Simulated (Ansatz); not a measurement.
# CuO2 (Cmcm) in Ansatz: convergence with smearing width

Aim: find how far smearing width must go before the results for CuO2 settle, at PBE. This setting moves, with any that are tied to it; all else stays.

Program: Ansatz 0.2.0. These are calculated values, not measurements. Logs are shortened: lines on timing, memory, paths and dates and some standing lists are left out, and cuts for length are marked.

## (1) The structure

The structure is orthorhombic, space group Cmcm (No. 63). Conventional cell: a = 2.825 Å, b = 10.421 Å, c = 4.343 Å, α = 90.00°, β = 90.00°, γ = 90.00°. Around Cu (site symmetry m2m) lie 4 O at 1.86 to 1.90 Å. O (site symmetry m2m) has 2 Cu at 1.90 Å as nearest neighbours. Around O (site symmetry m2m) lie 2 Cu at 1.86 Å.

The cell comes from a database or a generator and needn't be the stable form of this composition.

## (2) With smearing width 0.3 eV

The input, input.yaml:

```yaml
crystal:
  lattice:
    - [1.412615, -5.210747, 0.0]
    - [1.412615, 5.210747, 0.0]
    - [0.0, 0.0, 4.343424]
  atoms:
    - { symbol: Cu, position: [0.167253, 0.832747, 0.75] }
    - { symbol: Cu, position: [0.832747, 0.167253, 0.25] }
    - { symbol: O, position: [0.78897, 0.21103, 0.75] }
    - { symbol: O, position: [0.21103, 0.78897, 0.25] }
    - { symbol: O, position: [0.551486, 0.448514, 0.75] }
    - { symbol: O, position: [0.448514, 0.551486, 0.25] }
hamiltonian:
  xc: pbe
  pseudopotentials: { kind: paw }
kpoints:
  mp_grid: { grid: [8, 8, 5] }
scf:
  occupations: { method: cold, width: 0.3 }
output:
  forces: true
  stress: true
  eigenvalues: true
```

Potentials or basis: Ansatz PAW.

Command:

```
$ ansatz run input.yaml --threads 2 --pin off --max-ram 5632MiB --backend cpu --events-out ev --progress --plain --runs-dir out
```

The program printed:

```text
Warning: RAYON_NUM_THREADS=2 ignored (pool sized by the plan → 2); use --threads N
Engine: ansatz 0.2.0, aarch64-unknown-linux-gnu
Pseudopotentials: kind: paw
Pseudopotential: Cu, paw, valence charge 19, recommended cutoff 420 eV (normal), Cu.paw.azcp
Pseudopotential: O, paw, valence charge 6, recommended cutoff 420 eV (normal), O.paw.azcp
Functional definition: PBE
  parameter kappa = 0.804
  parameter beta = 0.06672455060314922
  exchange = pbe_x(kappa = kappa, mu = beta*pi^2/3)
  correlation = pbe_c(beta = beta)
Crystal: 6 atoms, lattice volume = 63.942 Å³
Basis set: ecut = 420 eV, 1259 PW (Γ), exchange–correlation on 80×80×60 points (8 copies of the dense FFT grid, shifted against one another)
Bands: 38, of which v1, the nominal top of the filled ones, is band 31 counted from 1 (30 counted from 0)
Symmetry: 8 space group operations
Space group: Cmcm (ITA 63), of the structure as read, at distance tolerance 4.0e-5 Å
k-points: 63 of 320
Non-local potential: Cu, projectors of the file, l = 0: 3, l = 1: 2, l = 2: 3, l = 3: 1
Non-local potential: O, projectors of the file, l = 0: 2, l = 1: 2, l = 2: 1
PAW form: soft (Blöchl's): semilocal exchange-correlation on the pseudo side does not see the compensation charge
PAW one-centre angular grid: Cu, 590 points (default); XC on 64 Gauss nodes
PAW one-centre angular grid: O, 110 points (default); XC on 64 Gauss nodes
Initial density: superposition of atomic densities (neutral atoms: chi_scale 0, normalization atom), corrected by the library's trained network
Initial wavefunctions: pseudopotential atomic-orbital guess
Functional: x = pbe(κ = 0.804, μ = 0.2195149727645171), c = pbe(β = 0.06672455060314922)
SCF iter   1: F=—  HF=-15510.312925 eV  |F-HF|=—  |Δ(HF+E_count)|=         —  Δρ=9.89e-3  dr2=4.72e-2  ethr=1.77e-3  ⟨swp⟩=5.1  Hψ=8689  notcnv=0
preconditioner: auto → LDOS  [metal: Δε(μ)=0.011 eV  Ē_g=12.038 eV  σ=0.300 eV  W_gap=0.02  n_scr=14 (ndim 8)  ℏωp=31.5 eV  f_vac=0.120  D(μ)=4.79/eV (n_scr^D=46)  β→1.0]
SCF iter   2: F=—  HF=-15510.309737 eV  |F-HF|=—  |Δ(HF+E_count)|=   3.19e-3  S|Δr|=    0.00e0  Δρ=3.94e-3  dr2=6.27e-3  ethr=7.61e-5  ⟨swp⟩=1.6  Hψ=3256  notcnv=0
SCF iter   3: F=—  HF=-15510.309883 eV  |F-HF|=—  |Δ(HF+E_count)|=   1.47e-4  S|Δr|=    0.00e0  Δρ=3.61e-3  dr2=6.44e-3  ethr=1.01e-5  ⟨swp⟩=2.4  Hψ=3669  notcnv=0
SCF iter   4: F=—  HF=-15510.309256 eV  |F-HF|=—  |Δ(HF+E_count)|=   6.27e-4  S|Δr|=    0.00e0  Δρ=9.50e-4  dr2=6.26e-4  ethr=1.01e-5  ⟨swp⟩=1.0  Hψ=2394  notcnv=0
SCF iter   5: F=—  HF=-15510.309231 eV  |F-HF|=—  |Δ(HF+E_count)|=   2.57e-5  S|Δr|=    0.00e0  Δρ=6.47e-4  dr2=1.77e-4  ethr=1.01e-6  ⟨swp⟩=2.7  Hψ=4262  notcnv=0
SCF iter   6: F=—  HF=-15510.309209 eV  |F-HF|=—  |Δ(HF+E_count)|=   2.16e-5  S|Δr|=    0.00e0  Δρ=7.34e-5  dr2=1.05e-6  ethr=2.85e-7  ⟨swp⟩=2.8  Hψ=3593  notcnv=0
SCF iter   7: F=—  HF=-15510.309308 eV  |F-HF|=—  |Δ(HF+E_count)|=   9.90e-5  S|Δr|=    0.00e0  Δρ=2.43e-5  dr2=4.23e-7  ethr=1.69e-9  ⟨swp⟩=2.0  Hψ=3893  notcnv=0
SCF iter   8: F=-15510.309308 eV  HF=-15510.309308 eV  |F-HF|=4.23e-8  |Δ(HF+E_count)|=   9.57e-8  S|Δr|=    0.00e0  Δρ=9.24e-6  dr2=5.79e-8  ethr=1.61e-10  ⟨swp⟩=3.0  Hψ=8106  notcnv=0
SCF 1 converged in 8 iterations: F = -15510.309308 eV  dr2 = 5.79e-8
SCF converged after 8 iterations
Stability not checked: this state was not tested for a lower state beside it, because cold or Methfessel-Paxton smearing, or corrected tetrahedra, fill the levels in a way that the test cannot read (fill_not_monotonic; see scf.lower_state_search)
Free energy (F): -15510.309308 eV
Harris-Foulkes:  -15510.309308 eV  (|F-HF|=4.23e-8)
Internal energy: -15510.263465 eV  (E = F + TS)
E sigma→0 (E₀):  -15510.294027 eV
Entropy (-TS):   -0.045843 eV (-7.641 meV/atom)
Fermi energy:    7.450381 eV
--- Per-component energies (eV) ---
  E_band       = -1111.993748
  E_kinetic    = 1275.906648
  E_local      = -12229.315197  (includes V_loc(G=0)·N_el)
  E_nonlocal   = 945.206175
  E_hartree    = 5242.476418
  E_xc         = -469.339305
  E_vxc        = -601.084854  (∫ρ·V_xc dr)
  E_paw        = -3925.255512  (= ΣΔE_a)
  E_vpaw       = -987.651648  (= ΣTr[D̂ρ^β])
  E_aug_tail   = 0.009531  (compensation charges beyond the density's cutoff)
  E_ewald      = -6349.952223
  E_smearing   = -0.045843  (= −TS)
  E_closure    = 0.000000  (closes the sum)
  Σ components = -15510.309308   (vs F -15510.309308, Δ=0.00e0)
--- Forces (eV/Å), atoms counted from 1 ---
  atom   1  Cu     0.00000000     0.05432763     0.00000000
  atom   2  Cu     0.00000000    -0.05432763     0.00000000
  atom   3  O      0.00000000     0.27234540     0.00000000
  atom   4  O      0.00000000    -0.27234540    -0.00000000
  atom   5  O      0.00000000    -0.07191426     0.00000000
  atom   6  O      0.00000000     0.07191426    -0.00000000
  max |Σ_I F_I| component: 0.00e0 eV/Å
--- Stress (GPa, compression-positive) ---
       -2.810136      -0.000000      -0.000000
       -0.000000      -1.709361      -0.000000
       -0.000000      -0.000000      -0.450162
  P = ⅓ Tr σ = -1.6566 GPa (-16.566 kbar)
--- Band table (eV; the first three rows and the last of 63) ---
  k-point 0: bands = ["-106.1841", "-106.1837", "-63.7753", "-63.7740", "-63.6843", "-63.6819", "-63.0592", "-63.0552", "-11.7606", "-10.2561", "-10.0959", "-9.4611", "1.3118", "1.5081", "1.5439", "1.7445", "1.8708", "3.2330", "4.0711", "4.1744", "4.3308", "4.5360", "4.8280", "5.1017", "5.1295", "5.7731", "6.0423", "6.1064", "6.3600", "6.3939", "6.8425", "7.3586", "8.4513", "8.7329", "13.4450", "17.7093", "18.4587", "19.0718"]
  k-point 1: bands = ["-106.1841", "-106.1838", "-63.7751", "-63.7741", "-63.6841", "-63.6821", "-63.0588", "-63.0555", "-11.6304", "-10.4153", "-10.0318", "-9.5163", "1.1811", "1.4451", "1.7140", "1.7546", "1.8573", "3.4364", "3.7492", "4.1053", "4.3155", "4.4554", "4.8999", "5.2067", "5.2578", "5.2590", "5.7520", "6.1266", "6.3254", "7.0731", "7.0809", "7.3524", "8.4818", "8.7075", "13.9796", "17.5548", "17.7355", "18.8331"]
  k-point 2: bands = ["-106.1840", "-106.1839", "-63.7748", "-63.7744", "-63.6835", "-63.6827", "-63.0578", "-63.0566", "-11.2776", "-10.8147", "-9.8659", "-9.6678", "1.1507", "1.2899", "1.7833", "1.8229", "2.1044", "2.8338", "3.7777", "3.9912", "4.3032", "4.3468", "5.0008", "5.0305", "5.4880", "5.6082", "5.6653", "5.9677", "6.3606", "6.6106", "7.5407", "7.8199", "8.5560", "8.6407", "15.2704", "16.6956", "17.4445", "17.9525"]
  k-point 62: bands = ["-106.1840", "-106.1839", "-63.7748", "-63.7744", "-63.6835", "-63.6828", "-63.0578", "-63.0566", "-11.1059", "-10.7912", "-10.0111", "-9.8121", "1.7005", "1.7852", "1.8734", "1.9666", "2.1081", "2.7195", "3.4527", "3.7298", "4.2784", "4.2991", "4.8156", "4.8593", "5.3144", "5.3582", "5.3789", "5.6686", "6.5915", "7.0035", "7.4198", "7.6936", "8.6695", "8.7105", "16.2232", "16.5833", "17.4575", "17.6658"]
```

Wall time 4.3 s (2 threads of Arm Neoverse V1, shared host); peak memory 0.41 GiB.

What came out:

```yaml
Free_energy: -15510.3093 eV
Pressure: -1.7 GPa
Largest_force: 0.272 eV/Å
Band_gap_on_the_k_mesh: none (metal or under the smearing width)
```

## (3) With smearing width 0.2 eV

input.yaml, as its differences from that of step 2:

```diff
@@ -18,3 +18,3 @@
 scf:
-  occupations: { method: cold, width: 0.3 }
+  occupations: { method: cold, width: 0.2 }
 output:
```

Potentials or basis: Ansatz PAW.

Command:

```
$ ansatz run input.yaml --threads 2 --pin off --max-ram 5632MiB --backend cpu --events-out ev --progress --plain --runs-dir out
```

It took 4.5 s on 2 threads of Arm Neoverse V1, shared host; peak memory 0.41 GiB.

What came out:

```
Free energy            : -15510.2929 eV
Pressure               : -1.7 GPa
Largest force          : 0.273 eV/Å
Band gap on the k mesh : none (metal or under the smearing width)
```

## (4) With smearing width 0.15 eV

input.yaml, as its differences from that of step 3:

```diff
@@ -18,3 +18,3 @@
 scf:
-  occupations: { method: cold, width: 0.2 }
+  occupations: { method: cold, width: 0.15 }
 output:
```

Command:

```
$ ansatz run input.yaml --threads 2 --pin off --max-ram 5632MiB --backend cpu --events-out ev --progress --plain --runs-dir out
```

Run time: 4.5 s. Hardware: 2 threads of Arm Neoverse V1, shared host; peak memory 0.41 GiB.

What came out:

| Quantity | Value |
| --- | --- |
| Free energy | -15510.2856 eV |
| Pressure | -1.7 GPa |
| Largest force | 0.278 eV/Å |
| Band gap on the k mesh | none (metal or under the smearing width) |

## (5) With smearing width 0.1 eV

input.yaml, as its differences from that of step 4:

```diff
@@ -18,3 +18,3 @@
 scf:
-  occupations: { method: cold, width: 0.15 }
+  occupations: { method: cold, width: 0.1 }
 output:
```

Command:

```
$ ansatz run input.yaml --threads 2 --pin off --max-ram 5632MiB --backend cpu --events-out ev --progress --plain --runs-dir out
```

It took 4.5 s on 2 threads of Arm Neoverse V1, shared host; peak memory 0.41 GiB.

What came out:

```yaml
Free_energy: -15510.2810 eV
Pressure: -1.7 GPa
Largest_force: 0.284 eV/Å
Band_gap_on_the_k_mesh: none (metal or under the smearing width)
```

## (6) With smearing width 0.05 eV

input.yaml, as its differences from that of step 5:

```diff
@@ -18,3 +18,3 @@
 scf:
-  occupations: { method: cold, width: 0.1 }
+  occupations: { method: cold, width: 0.05 }
 output:
```

Potentials or basis: Ansatz PAW.

Command:

```
$ ansatz run input.yaml --threads 2 --pin off --max-ram 5632MiB --backend cpu --events-out ev --progress --plain --runs-dir out
```

Wall time 4.5 s (2 threads of Arm Neoverse V1, shared host); peak memory 0.41 GiB.

The run converged. Its results:

| Property | Result |
| --- | --- |
| Free energy | -15510.2802 eV |
| Pressure | -1.7 GPa |
| Largest force | 0.290 eV/Å |
| Band gap on the k mesh | none (metal or under the smearing width) |

## (7) With smearing width 0.025 eV

input.yaml, as its differences from that of step 6:

```diff
@@ -18,3 +18,3 @@
 scf:
-  occupations: { method: cold, width: 0.05 }
+  occupations: { method: cold, width: 0.025 }
 output:
```

Command:

```
$ ansatz run input.yaml --threads 2 --pin off --max-ram 5632MiB --backend cpu --events-out ev --progress --plain --runs-dir out
```

It took 4.4 s on 2 threads of Arm Neoverse V1, shared host; peak memory 0.41 GiB.

Results (log left out):

```yaml
Free_energy: -15510.2808 eV
Pressure: -1.7 GPa
Largest_force: 0.285 eV/Å
Band_gap_on_the_k_mesh: none (metal or under the smearing width)
```

## (8) With smearing width 0.01 eV

input.yaml, as its differences from that of step 7:

```diff
@@ -18,3 +18,3 @@
 scf:
-  occupations: { method: cold, width: 0.025 }
+  occupations: { method: cold, width: 0.01 }
 output:
```

Command:

```
$ ansatz run input.yaml --threads 2 --pin off --max-ram 5632MiB --backend cpu --events-out ev --progress --plain --runs-dir out
```

Run time: 4.7 s. Hardware: 2 threads of Arm Neoverse V1, shared host; peak memory 0.41 GiB.

It converged, with:

```
Free energy            : -15510.2809 eV
Pressure               : -1.7 GPa
Largest force          : 0.278 eV/Å
Band gap on the k mesh : none (metal or under the smearing width)
```

## (9) With smearing width 0.005 eV

input.yaml, as its differences from that of step 8:

```diff
@@ -18,3 +18,3 @@
 scf:
-  occupations: { method: cold, width: 0.01 }
+  occupations: { method: cold, width: 0.005 }
 output:
```

Potentials or basis: Ansatz PAW.

Command:

```
$ ansatz run input.yaml --threads 2 --pin off --max-ram 5632MiB --backend cpu --events-out ev --progress --plain --runs-dir out
```

Wall time 5 s (2 threads of Arm Neoverse V1, shared host); peak memory 0.41 GiB.

The run converged. Its results:

```yaml
Free_energy: -15510.2809 eV
Pressure: -1.7 GPa
Largest_force: 0.276 eV/Å
Band_gap_on_the_k_mesh: none (metal or under the smearing width)
```

## (10) Summary

```
smearing width  energy less the tightest run, at zero smearing (meV/atom)  pressure (GPa)  largest force (eV/Å)  SCF cycles  CPU time (s)  peak memory (GiB)
        0.3 eV                                                      -2.19           -1.66                 0.272           8           8.5               0.41
        0.2 eV                                                      -0.19           -1.65                 0.273           9           8.8               0.41
       0.15 eV                                                       0.25           -1.67                 0.278           9           8.7               0.41
        0.1 eV                                                       0.31           -1.69                 0.284           9           8.8               0.41
       0.05 eV                                                       0.05           -1.70                 0.290           9           8.7               0.41
      0.025 eV                                                      -0.02           -1.69                 0.285           9           8.5               0.41
       0.01 eV                                                      -0.01           -1.69                 0.278           9           9.2               0.41
      0.005 eV                                                       0.00           -1.69                 0.276          10           9.7               0.41
```

Against the tightest run, the energy stays within 1 meV/atom from 0.2 eV on; the pressure stays within 0.1 GPa from 0.3 eV on; the largest force stays within 0.005 eV/Å from 0.01 eV on. Narrower smearing needs a denser k mesh, so at a fixed mesh the narrowest width isn't the most accurate. The tightest run that finished is the yardstick and may itself not be fully converged.

Caveats: the run has no spin polarisation, though such a crystal can be magnetic; semilocal functionals often make such compounds metallic where correlation or magnetic order opens a gap, which also shifts bond lengths.
